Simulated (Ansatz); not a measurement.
# C2H5AlF2O: one species, many methods

One table from this session's results is given with a row withheld; the runs are named, their logs left out.

Method: functionals in def2-TZVPP, the program's frozen cores in correlated methods; program: Ansatz 0.2.0, Gaussian basis.

The runs, in order: PBE-D4, r2SCAN-D4, PBE0-D4, B3LYP-D4, ωB97X-V, ωB97M-V, B2PLYP; CCSD(T)/def2-TZVPP; MP2/def2-QZVPP; extrapolation to the limit.

**Structure used throughout**

The geometry comes from an earlier relaxation with PBE0-D4 in a triple-zeta def2 set; it is a stationary point, not always the lowest conformer.

SMILES `[OH][Al]([F])[CH2]CF`, 11 atoms, charge 0, spin multiplicity 1.

Atoms are counted from 1 here; the program's logs count them from 0.

Bond lengths: O1–Al2 1.685 Å, O1–H7 0.955 Å, Al2–F3 1.649 Å, Al2–C4 1.942 Å, C4–C5 1.504 Å, C4–H8 1.097 Å, C4–H9 1.096 Å, C5–F6 1.391 Å, C5–H10 1.094 Å, C5–H11 1.094 Å. Angles: Al2–O1–H7 125.4°, O1–Al2–F3 120.1°, O1–Al2–C4 119.9°, F3–Al2–C4 120.1°, Al2–C4–C5 115.1°, Al2–C4–H8 107.8°, Al2–C4–H9 108.0°, C5–C4–H8 109.8°, C5–C4–H9 109.9°, H8–C4–H9 105.8°, C4–C5–F6 110.6°, C4–C5–H10 111.9°, C4–C5–H11 111.9°, F6–C5–H10 106.9°, F6–C5–H11 106.9°, H10–C5–H11 108.2°.

The first run:

Contents of in.yaml:

```yaml
crystal:
  periodic: [false, false, false]
  atoms:
    - {symbol: O, position_ang: [1.034269, 1.199181, -1.646276]}
    - {symbol: Al, position_ang: [0.751203, -0.390913, -1.164588]}
    - {symbol: F, position_ang: [1.346789, -1.643715, -2.057076]}
    - {symbol: C, position_ang: [-0.278689, -0.745190, 0.442900]}
    - {symbol: C, position_ang: [-0.739884, 0.478112, 1.186384]}
    - {symbol: F, position_ang: [-1.471307, 0.118731, 2.313994]}
    - {symbol: H, position_ang: [1.526749, 1.463877, -2.421087]}
    - {symbol: H, position_ang: [-1.143690, -1.356621, 0.159130]}
    - {symbol: H, position_ang: [0.329236, -1.376042, 1.102143]}
    - {symbol: H, position_ang: [0.100386, 1.086992, 1.532622]}
    - {symbol: H, position_ang: [-1.389661, 1.108587, 0.572554]}
basis:
  gaussian: {orbitals: def2-TZVPP}
hamiltonian: {xc: pbe, dispersion: d4}
output: {forces: true, orbitals: {seedname: orbitals}}
```

Launch:

```sh
$ ansatz run in.yaml --threads 4 --pin off --events-out ev --progress --plain --max-ram 10444MiB
```

Among the steps run: PBE-D4 (GGA); r2SCAN-D4 (meta-GGA); PBE0-D4 (hybrid); B3LYP-D4 (hybrid); ωB97X-V (range-separated); ωB97M-V (range-separated); B2PLYP (double hybrid); CCSD(T) in def2-TZVPP; MP2 in def2-QZVPP.

One of the session's tables, all rows but one given; the rest of the session is left out.

| method | atomisation energy (kcal/mol) |
| --- | --- |
| PBE-D4 | 1063.2 |
| r2SCAN-D4 | 1047.3 |
| PBE0-D4 | 1039.4 |
| B3LYP-D4 | 1039.1 |
| ωB97X-V | 1044.5 |
| ωB97M-V | 1045.9 |
| B2PLYP | 1033.8 |
| HF/def2-TZVPP | 764.0 |
| MP2/def2-TZVPP | 1048.9 |
| CCSD/def2-TZVPP | 1004.0 |
| CCSD(T)/def2-TZVPP | ? |
| MP2/CBS | 1077.3 |
| CCSD(T)/CBS | 1047.8 |

Q: Estimate the row for CCSD(T)/def2-TZVPP from the others.

The run gave: atomisation energy (kcal/mol): 1019.4. In the column «atomisation energy (kcal/mol)» it lies between CCSD/def2-TZVPP (1004.0) and B2PLYP (1033.8).
